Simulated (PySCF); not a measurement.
# C₁₀H₁₂O: excited states, first hyperpolarisability

What do calculations give for the excited states, first hyperpolarisability of C₁₀H₁₂O (`CCCc1ccc(C=O)cc1`)?

Programs: PySCF 2.14.0, with routines of our own; each step states its level. All values are computed. Atoms count from 0.

## (1) The starting structure

23 atoms, charge 0, multiplicity 1; geometry from: GFN2-xTB.

## (2) Relaxing the molecule at PBE0-D3(BJ)/def2-SVP

The job: settings as JSON, then the geometry in Å.

```
{"job": {"xc": "PBE0", "basis": "def2-SVP", "d3": "d3bj", "grid": 2, "kind": "geom"}, "charge": 0, "multiplicity": 1}
C      2.557955    -0.351369     1.276771
C      2.578155    -0.211932    -0.239535
C      1.612539     0.874578    -0.735791
C      0.186658     0.508405    -0.453053
C     -0.477827     1.021111     0.657357
C     -1.779786     0.655434     0.933099
C     -2.449984    -0.236924     0.097057
C     -3.832978    -0.628121     0.376222
O     -4.489619    -1.397765    -0.279601
C     -1.785730    -0.754602    -1.017103
C     -0.485281    -0.384757    -1.284401
H      3.273659    -1.104855     1.596401
H      1.569936    -0.648471     1.621038
H      2.819565     0.591704     1.752246
H      3.588283     0.043103    -0.567193
H      2.307982    -1.166926    -0.694915
H      1.748454     0.999201    -1.812232
H      1.858973     1.819328    -0.247922
H      0.034788     1.714655     1.308223
H     -2.286928     1.058438     1.798483
H     -4.259499    -0.142991     1.278833
H     -2.315443    -1.443930    -1.657815
H      0.021372    -0.786331    -2.150214
```

Run with:

```console
$ OMP_NUM_THREADS=1 python excited_run.py task.json out
```

The driver reads the jobs from task.json and runs them one after another.

What it wrote:

```text
step   0  E = -462.65792445  max force = 0.012719
step   1  E = -462.66011807  max force = 0.002190
step   2  E = -462.66014154  max force = 0.001133
step   3  E = -462.66012797  max force = 0.001674
step   4  E = -462.66015420  max force = 0.000472
step   5  E = -462.66015331  max force = 0.000806
step   6  E = -462.66016086  max force = 0.000212
optimisation converged
```

It took 3.3 min on 1 thread of Arm Neoverse V1, shared host; peak memory 0.99 GiB.

Along the way:

```tsv
step	energy from step 0 (eV)	largest force component (eV/Å)
0	0.0000	0.6540
1	-0.0597	0.1126
2	-0.0603	0.0583
3	-0.0600	0.0861
4	-0.0607	0.0243
5	-0.0607	0.0414
6	-0.0609	0.0109
```

Distances of close pairs at the start and the end, largest changes first:

```tsv
bond	before (Å)	after (Å)	change (Å)
C0–H13	1.088	1.102	+0.014
C0–H12	1.088	1.101	+0.014
C5–H19	1.081	1.094	+0.013
C10–H22	1.081	1.094	+0.013
C0–H11	1.087	1.100	+0.013
C4–H18	1.080	1.093	+0.013
C9–H21	1.080	1.093	+0.013
C6–C7	1.464	1.477	+0.013
```

The final coordinates are the input of the step that follows.

```tsv
at the end point	value
point group (found at 0.08 Å tolerance)	C1
rotational constants (GHz, main isotopes)	2.845, 0.540, 0.512
dipole moment (D)	3.71
```

## (3) Excited states: TDA CAM-B3LYP/def2-SVPD

The job: settings as JSON, then the geometry in Å.

```
{"job": {"kind": "states", "xc": "CAM-B3LYP", "basis": "def2-SVPD", "tda": true, "soc": true, "nstates": 6, "ntriplets": 5, "nquad": 4}, "charge": 0, "multiplicity": 1}
C      2.366451    -0.364891     1.466543
C      2.368232    -0.164506    -0.039777
C      1.386996     0.908515    -0.527477
C     -0.050862     0.565243    -0.254038
C     -0.728687     1.107104     0.844477
C     -2.046101     0.749078     1.113762
C     -2.712368    -0.159377     0.287296
C     -4.111688    -0.537723     0.569249
O     -4.761605    -1.308227    -0.092634
C     -2.043382    -0.706313    -0.815707
C     -0.730598    -0.346574    -1.078862
H      3.097682    -1.130195     1.767060
H      1.378412    -0.687618     1.830102
H      2.625327     0.567736     1.994079
H      3.380616     0.113339    -0.378162
H      2.131257    -1.118727    -0.541479
H      1.524118     1.051157    -1.611694
H      1.632121     1.870993    -0.048745
H     -0.213513     1.820786     1.492788
H     -2.568673     1.178755     1.973908
H     -4.550326    -0.043863     1.475577
H     -2.584356    -1.410682    -1.452097
H     -0.213164    -0.772736    -1.943280
```

Level: TDA CAM-B3LYP/def2-SVPD excited states, vertical, gas phase, spin-orbit mean-field couplings.

What it wrote:

```text
coarse grid: 19392 points
cycle   1  E = -462.7020818672  dE =  1.908e+00  |g| = 8.035e-01  |ddm| = 2.241e+01
cycle   2  E = -462.4689564220  dE =  2.331e-01  |g| = 1.406e+00  |ddm| = 6.047e+00
cycle   3  E = -462.8457912688  dE = -3.768e-01  |g| = 9.084e-02  |ddm| = 4.129e+00
cycle   4  E = -462.8474108800  dE = -1.620e-03  |g| = 5.570e-02  |ddm| = 7.537e-01
cycle   5  E = -462.8481909797  dE = -7.801e-04  |g| = 9.573e-03  |ddm| = 2.615e-01
cycle   6  E = -462.8482119906  dE = -2.101e-05  |g| = 5.090e-03  |ddm| = 6.316e-02
cycle   7  E = -462.8482200420  dE = -8.051e-06  |g| = 1.509e-03  |ddm| = 2.466e-02
final grid: 187752 points
cycle   8  E = -462.9499513318  dE = -5.248e-05  |g| = 4.779e-03  |ddm| = 2.773e-01
cycle   9  E = -462.9499493467  dE =  1.985e-06  |g| = 5.992e-03  |ddm| = 4.811e-02
cycle  10  E = -462.9499573068  dE = -7.960e-06  |g| = 9.246e-04  |ddm| = 1.952e-02
cycle  11  E = -462.9499574723  dE = -1.656e-07  |g| = 3.005e-04  |ddm| = 3.060e-03
cycle  12  E = -462.9499574915  dE = -1.911e-08  |g| = 1.290e-04  |ddm| = 1.605e-03
cycle  13  E = -462.9499574961  dE = -4.685e-09  |g| = 3.130e-05  |ddm| = 6.280e-04
cycle  14  E = -462.9499574966  dE = -4.525e-10  |g| = 1.337e-05  |ddm| = 1.887e-04
converged SCF energy = -462.9499574966

Singlet excitations
state   eV       nm        f     d(h-e)  d(exc)  Lambda  PR(NTO)  |dmu|/D   mu/D   main configurations
  1   3.9516   313.8   0.00021   1.021   2.575   0.433   1.004    2.955    1.448   H-2->L 0.88
  2   5.0532   245.4   0.01197   0.551   2.993   0.586   1.768    1.560    5.521   H-1->L 0.67, H->L+1 0.31
  3   5.4396   227.9   0.43881   1.067   3.246   0.737   1.263    3.316    7.236   H->L 0.88
  4   6.6321   186.9   0.00022   2.876   3.881   0.182   1.010    8.023    4.494   H-2->L+1 0.97
  5   6.6850   185.5   0.25324   0.954   3.233   0.594   2.077                     H->L+1 0.56, H-1->L 0.28
  6   7.0047   177.0   0.00094   0.784   3.128   0.415   1.050                     H-6->L 0.49, H-4->L 0.26, H-5->L 0.13

Triplet excitations (Tamm-Dancoff)
state   eV     d(h-e)  d(exc)  Lambda  PR(NTO)   main configurations
  1   3.4044   0.940   2.484   0.428   1.006   H-2->L 0.85
  2   3.5476   0.352   2.865   0.729   1.270   H->L 0.84
  3   4.3048   0.671   2.944   0.547   1.104   H-1->L 0.90
  4   4.5854   0.145   2.622   0.853   1.250   H-1->L+1 0.87, H->L 0.09
  5   4.9734   0.094   2.820   0.666   1.100   H->L+1 0.93
S1 - T1 = 0.5472 eV

Spin-orbit couplings |<S|Hso|T>| (cm-1)
             T1       T2       T3       T4       T5
S0       50.043    0.533    0.208    0.077    0.190
S1        0.145   17.111    1.105    7.024    1.384
S2        0.676    0.124    0.019    0.072    0.008
S3       16.292    0.100    0.125    0.014    0.117
S4        0.383    0.633    2.919    1.195   11.476
S5        1.131    0.099    0.056    0.140    0.122
S6       10.105    1.947    1.158    0.746    0.964
T1 sublevels (cm-1): 0.000 0.004 0.332   radiative rates (1/s): 0.00918 0.2 1.02e+03
```

It took 2.7 min on 1 thread of Arm Neoverse V1, shared host; peak memory 1.5 GiB.

Key values:

```tsv
quantity	value
S1 less T1	0.55 eV
```

The fields below are evaluated on a grid from the run's orbitals.

Frontier orbitals at CAM-B3LYP/def2-SVPD, with the share of their density that lies nearest to each atom:

```tsv
orbital	energy (eV)	lies on
HOMO	-8.61	C3, C6 about 24 % each; C4 11 %; O8 9 %
LUMO	-0.76	C7 21 %; O8 17 %; C3 15 %
```

ELF in a plane through or near 8 of the atoms.

Ten even steps from ' ' (0.00) to '@' (1.00):
```
                                                        
                                                        
                                                        
                                  ....                  
              ==**--              ++##::                
            ==@@@@@@..      ....::%%@@==  **%%++        
            **@@@@@@::    ..----==####..  @@@@@@..      
            ::@@@@%%::    ==**##**++==  ==@@@@@@..      
              ..++++::    ++**++++%%##==++%%@@--        
              ::####--  ..**==  ..##--****::++....      
          ##@@@@::--++..--**++....##::++##**%%**++..    
        ..@@@@@@--::**..::####++****%%==..++####++..    
          %%@@%%++**==    ++::++%%##**==  ==##**--      
          ..--....==::  ..%%@@++++##@@@@  ..--::        
                        ==@@@@++..##@@@@..              
                        ++@@@@--  ::%%%%                
                        ::@@%%..    ::::                
                                                        
                                                        
                                                        
```
The map spans 14.4 Å across and 9.9 Å up, centred on the molecule. Atoms in the plane (x, y in Å): C1 (-2.6, -0.5), C6 (2.5, 0.0), C7 (3.9, 0.2), C9 (1.9, -1.2), H13 (-2.9, 1.7), H14 (-3.6, -0.7), H20 (4.3, 1.3), H22 (0.1, -2.4).

log10 of the density (e/Å³) in the same plane.

Ten even steps from '0' (-4.0) to '9' (1.2):
```
0000000000000000000000000000
0000000000000000000000000000
0000000000000000111100000000
0000001222111112233221100000
0000012343322233344332221000
0000023565433444565544432000
0000134676544455666556643100
0000134677644566776567753100
0000134677655666777778754210
0000235677655666679889764310
0001346789766666678777775320
0001356789766777787767775320
0001245677655678897656664310
0000134455545777777654543200
0000122334445776667643332000
0000001122234565445432110000
0000000011123443333321000000
0000000000001222111100000000
0000000000000110000000000000
0000000000000000000000000000
```
The map spans 14.4 Å across and 9.9 Å up, centred on the molecule. Atoms in the plane (x, y in Å): C1 (-2.6, -0.5), C6 (2.5, 0.0), C7 (3.9, 0.2), C9 (1.9, -1.2), H13 (-2.9, 1.7), H14 (-3.6, -0.7), H20 (4.3, 1.3), H22 (0.1, -2.4).

On the surface of density 0.002 e/bohr³ the electrostatic potential runs, from the 1st to the 99th percentile, from -1.73 V near O8 to 1.06 V near H19.

## (4) Excited states: TDDFT CAM-B3LYP/def2-SVPD

The job, as its differences from that of step 3:

```diff
@@ -1,2 +1,2 @@
-{"job": {"kind": "states", "xc": "CAM-B3LYP", "basis": "def2-SVPD", "tda": true, "soc": true, "nstates": 6, "ntriplets": 5, "nquad": 4}, "charge": 0, "multiplicity": 1}
+{"job": {"kind": "states", "xc": "CAM-B3LYP", "basis": "def2-SVPD", "tpa": true, "nstates": 8, "nquad": 6, "ntriplets": 0}, "charge": 0, "multiplicity": 1}
 C      2.366451    -0.364891     1.466543
```

Method: TDDFT CAM-B3LYP/def2-SVPD excited states, vertical, gas phase, two-photon moments by quadratic response.

What it wrote:

```text
coarse grid: 19392 points
cycle   1  E = -462.7020818672  dE =  1.908e+00  |g| = 8.035e-01  |ddm| = 2.241e+01
cycle   2  E = -462.4689564220  dE =  2.331e-01  |g| = 1.406e+00  |ddm| = 6.047e+00
cycle   3  E = -462.8457912688  dE = -3.768e-01  |g| = 9.084e-02  |ddm| = 4.129e+00
cycle   4  E = -462.8474108800  dE = -1.620e-03  |g| = 5.570e-02  |ddm| = 7.537e-01
cycle   5  E = -462.8481909797  dE = -7.801e-04  |g| = 9.573e-03  |ddm| = 2.615e-01
cycle   6  E = -462.8482119906  dE = -2.101e-05  |g| = 5.090e-03  |ddm| = 6.316e-02
cycle   7  E = -462.8482200420  dE = -8.051e-06  |g| = 1.509e-03  |ddm| = 2.466e-02
final grid: 187752 points
cycle   8  E = -462.9499513318  dE = -5.248e-05  |g| = 4.779e-03  |ddm| = 2.773e-01
cycle   9  E = -462.9499493467  dE =  1.985e-06  |g| = 5.992e-03  |ddm| = 4.811e-02
cycle  10  E = -462.9499573068  dE = -7.960e-06  |g| = 9.246e-04  |ddm| = 1.952e-02
cycle  11  E = -462.9499574723  dE = -1.656e-07  |g| = 3.005e-04  |ddm| = 3.060e-03
cycle  12  E = -462.9499574915  dE = -1.911e-08  |g| = 1.290e-04  |ddm| = 1.605e-03
cycle  13  E = -462.9499574961  dE = -4.685e-09  |g| = 3.130e-05  |ddm| = 6.280e-04
cycle  14  E = -462.9499574966  dE = -4.525e-10  |g| = 1.337e-05  |ddm| = 1.887e-04
converged SCF energy = -462.9499574966

Singlet excitations
state   eV       nm        f     d(h-e)  d(exc)  Lambda  PR(NTO)  |dmu|/D   mu/D   delta(TPA)   sigma/GM   main configurations
  1   3.9247   315.9   0.00022   1.028   2.585   0.434   1.006    2.972    1.433        0.10      0.001   H-2->L 0.88
  2   4.9849   248.7   0.01184   0.544   2.974   0.584   1.747    1.783    5.734        9.30      0.085   H-1->L 0.72, H->L+1 0.26
  3   5.2091   238.0   0.36895   0.997   3.205   0.731   1.288    3.149    7.075      412.04      4.096   H->L 0.92
  4   6.3503   195.2   0.21037   0.642   3.136   0.613   1.906    1.952    5.859        5.63      0.083   H->L+1 0.68, H-1->L 0.26
  5   6.6282   187.1   0.00034   2.869   3.879   0.182   1.012    7.999    4.471        0.17      0.003   H-2->L+1 0.96
  6   6.6922   185.3   0.55332   0.172   2.775   0.806   1.466    0.351    4.364      137.61      2.258   H-1->L+1 0.86
  7   6.9917   177.3   0.00037   0.779   3.128   0.415   1.051                                            H-6->L 0.50, H-4->L 0.26, H-5->L 0.13
  8   7.2215   171.7   0.00414   0.905   3.568   0.363   1.362                                            H-3->L 0.38, H-8->L 0.12, H-4->L 0.11
```

Run time: 3.3 min. Hardware: 1 thread of Arm Neoverse V1, shared host; peak memory 1.5 GiB.

## (5) First hyperpolarisability: quadratic response CAM-B3LYP/def2-SVPD

The job, as its differences from that of step 4:

```diff
@@ -1,2 +1,2 @@
-{"job": {"kind": "states", "xc": "CAM-B3LYP", "basis": "def2-SVPD", "tpa": true, "nstates": 8, "nquad": 6, "ntriplets": 0}, "charge": 0, "multiplicity": 1}
+{"job": {"kind": "beta", "xc": "CAM-B3LYP", "basis": "def2-SVPD"}, "charge": 0, "multiplicity": 1}
 C      2.366451    -0.364891     1.466543
```

Method: quadratic response CAM-B3LYP/def2-SVPD first hyperpolarisability, Taylor convention, gas phase.

What it wrote:

```text
coarse grid: 19392 points
cycle   1  E = -462.7020818672  dE =  1.908e+00  |g| = 8.035e-01  |ddm| = 2.241e+01
cycle   2  E = -462.4689564220  dE =  2.331e-01  |g| = 1.406e+00  |ddm| = 6.047e+00
cycle   3  E = -462.8457912688  dE = -3.768e-01  |g| = 9.084e-02  |ddm| = 4.129e+00
cycle   4  E = -462.8474108800  dE = -1.620e-03  |g| = 5.570e-02  |ddm| = 7.537e-01
cycle   5  E = -462.8481909797  dE = -7.801e-04  |g| = 9.573e-03  |ddm| = 2.615e-01
cycle   6  E = -462.8482119906  dE = -2.101e-05  |g| = 5.090e-03  |ddm| = 6.316e-02
cycle   7  E = -462.8482200420  dE = -8.051e-06  |g| = 1.509e-03  |ddm| = 2.466e-02
final grid: 187752 points
cycle   8  E = -462.9499513318  dE = -5.248e-05  |g| = 4.779e-03  |ddm| = 2.773e-01
cycle   9  E = -462.9499493467  dE =  1.985e-06  |g| = 5.992e-03  |ddm| = 4.811e-02
cycle  10  E = -462.9499573068  dE = -7.960e-06  |g| = 9.246e-04  |ddm| = 1.952e-02
cycle  11  E = -462.9499574723  dE = -1.656e-07  |g| = 3.005e-04  |ddm| = 3.060e-03
cycle  12  E = -462.9499574915  dE = -1.911e-08  |g| = 1.290e-04  |ddm| = 1.605e-03
cycle  13  E = -462.9499574961  dE = -4.685e-09  |g| = 3.130e-05  |ddm| = 6.280e-04
cycle  14  E = -462.9499574966  dE = -4.525e-10  |g| = 1.337e-05  |ddm| = 1.887e-04
converged SCF energy = -462.9499574966

Lowest singlets (eV, f): 3.9247 0.0002  4.9849 0.0118  5.2091 0.3690

First hyperpolarisability (au)
process     nm      |vector|   parallel      HRS      DR
static         -      509.53     251.44     225.51   4.107
shg       1907.0      561.31     279.51     247.14   4.181
eope      1907.0      525.98     260.36          -       -
shg       1064.0      707.55     358.98     308.01   4.354
eope      1064.0      565.25     281.65          -       -
```

Wall time 2.5 min (1 thread of Arm Neoverse V1, shared host); peak memory 1.6 GiB.

## (6) Excited states: TDA CAM-B3LYP/def2-SVPD in acetonitrile

The job, as its differences from that of step 5:

```diff
@@ -1,2 +1,2 @@
-{"job": {"kind": "beta", "xc": "CAM-B3LYP", "basis": "def2-SVPD"}, "charge": 0, "multiplicity": 1}
+{"job": {"kind": "states", "xc": "CAM-B3LYP", "basis": "def2-SVPD", "tda": true, "soc": true, "nstates": 6, "ntriplets": 5, "nquad": 4, "solvent": "acetonitrile"}, "charge": 0, "multiplicity": 1}
 C      2.366451    -0.364891     1.466543
```

Level: TDA CAM-B3LYP/def2-SVPD excited states, vertical, IEF-PCM acetonitrile (non-equilibrium response), spin-orbit mean-field couplings.

What it wrote:

```text
coarse grid: 19392 points
cycle   1  E = -462.7270056595  dE =  1.883e+00  |g| = 7.740e-01  |ddm| = 2.261e+01
cycle   2  E = -462.5770759547  dE =  1.499e-01  |g| = 1.226e+00  |ddm| = 5.356e+00
cycle   3  E = -462.8564274245  dE = -2.794e-01  |g| = 7.612e-02  |ddm| = 3.430e+00
cycle   4  E = -462.8576111823  dE = -1.184e-03  |g| = 4.512e-02  |ddm| = 6.115e-01
cycle   5  E = -462.8581221071  dE = -5.109e-04  |g| = 6.707e-03  |ddm| = 1.759e-01
cycle   6  E = -462.8581343109  dE = -1.220e-05  |g| = 3.465e-03  |ddm| = 4.574e-02
cycle   7  E = -462.8581383928  dE = -4.082e-06  |g| = 1.189e-03  |ddm| = 1.678e-02
final grid: 187752 points
cycle   8  E = -462.9598164475  dE = -5.346e-05  |g| = 4.329e-03  |ddm| = 2.802e-01
cycle   9  E = -462.9598163068  dE =  1.408e-07  |g| = 4.888e-03  |ddm| = 4.205e-02
cycle  10  E = -462.9598215080  dE = -5.201e-06  |g| = 8.053e-04  |ddm| = 1.607e-02
cycle  11  E = -462.9598216325  dE = -1.245e-07  |g| = 2.899e-04  |ddm| = 2.703e-03
cycle  12  E = -462.9598216529  dE = -2.040e-08  |g| = 9.661e-05  |ddm| = 1.498e-03
cycle  13  E = -462.9598216558  dE = -2.961e-09  |g| = 2.754e-05  |ddm| = 4.551e-04
cycle  14  E = -462.9598216564  dE = -5.111e-10  |g| = 1.421e-05  |ddm| = 1.973e-04
converged SCF energy = -462.9598216564

Singlet excitations
state   eV       nm        f     d(h-e)  d(exc)  Lambda  PR(NTO)  |dmu|/D   mu/D   main configurations
  1   4.1092   301.7   0.00024   0.972   2.558   0.450   1.005    3.130    2.601   H-2->L 0.89
  2   4.9742   249.3   0.02643   0.722   3.036   0.564   1.601    2.290    7.559   H-1->L 0.74, H->L+1 0.24
  3   5.2403   236.6   0.56963   1.237   3.291   0.713   1.174    4.323    9.540   H->L 0.91
  4   6.5298   189.9   0.32541   0.862   3.186   0.603   1.907    2.958    8.159   H->L+1 0.64, H-1->L 0.23
  5   6.8086   182.1   0.00115   0.906   3.199   0.381   1.084                     H-6->L 0.54, H-4->L 0.21, H-5->L 0.11
  6   6.8795   180.2   0.72747   0.218   2.790   0.799   1.543                     H-1->L+1 0.78

Triplet excitations (Tamm-Dancoff)
state   eV     d(h-e)  d(exc)  Lambda  PR(NTO)   main configurations
  1   3.5212   0.455   2.912   0.707   1.220   H->L 0.85
  2   3.5895   0.904   2.478   0.445   1.006   H-2->L 0.87
  3   4.1934   0.791   2.969   0.527   1.056   H-1->L 0.93
  4   4.5891   0.152   2.616   0.855   1.224   H-1->L+1 0.88, H->L 0.08
  5   5.0197   0.116   2.813   0.669   1.056   H->L+1 0.95
S1 - T1 = 0.5880 eV

Spin-orbit couplings |<S|Hso|T>| (cm-1)
             T1       T2       T3       T4       T5
S0        0.994   48.191    0.220    0.102    0.207
S1       15.993    0.383    0.992    5.584    0.921
S2        0.148    0.705    0.017    0.068    0.007
S3        0.417   16.147    0.132    0.008    0.107
S4        0.050    0.688    0.037    0.157    0.029
S5        1.828    8.625    1.467    0.648    1.399
S6        0.243    8.101    0.067    0.058    0.283
T1 sublevels (cm-1): 0.000 0.000 0.400   radiative rates (1/s): 0.00402 0.00331 2.72
```

Wall time 2.3 min (1 thread of Arm Neoverse V1, shared host); peak memory 1.7 GiB.

In short:

```tsv
quantity	value
S1 less T1	0.59 eV
```

## (7) Outcome

| quantity | value |
| --- | --- |
| point group | C1 |
| rotational constants (main isotopes) | 2.85, 0.54, 0.51 GHz |
| S1 less T1 (step 3, TDA CAM-B3LYP/def2-SVPD) | 0.55 eV |
| surface potential, 1st and 99th percentile | -1.73 V and 1.06 V |
| β vector (step 5, quadratic response CAM-B3LYP/def2-SVPD) | static 510, SHG 1907.0 nm 561, SHG 1064.0 nm 708 au |
| S1 less T1 (step 6, TDA CAM-B3LYP/def2-SVPD in acetonitrile) | 0.59 eV |

What this shows: Relaxing lowered the energy by 0.061 eV in 6 steps; the close pair that moved most is C0–H13, from 1.088 to 1.102 Å. No frequency check was run at this level, so the end point may be a saddle. In step 3, the number of triplets below S1 is 2, and the largest singlet-triplet spin-orbit coupling is S0–T1, 50.04 cm⁻¹. By nearest atom (CAM-B3LYP/def2-SVPD), the HOMO sits on C3, C6 about 24 % each; C4 11 % and the LUMO on C7 21 %; O8 17 %. β grows from 510 au (static) to 708 au for doubling at 1064.0 nm: normal dispersion, which grows as twice the photon energy moves toward the bright states. In step 6, the number of triplets below S1 is 2, and the largest singlet-triplet spin-orbit coupling is S0–T2, 48.19 cm⁻¹. The orbital labels of the leading configurations differ from run to run, so check that S1 and T1 are the same states before comparing rows.
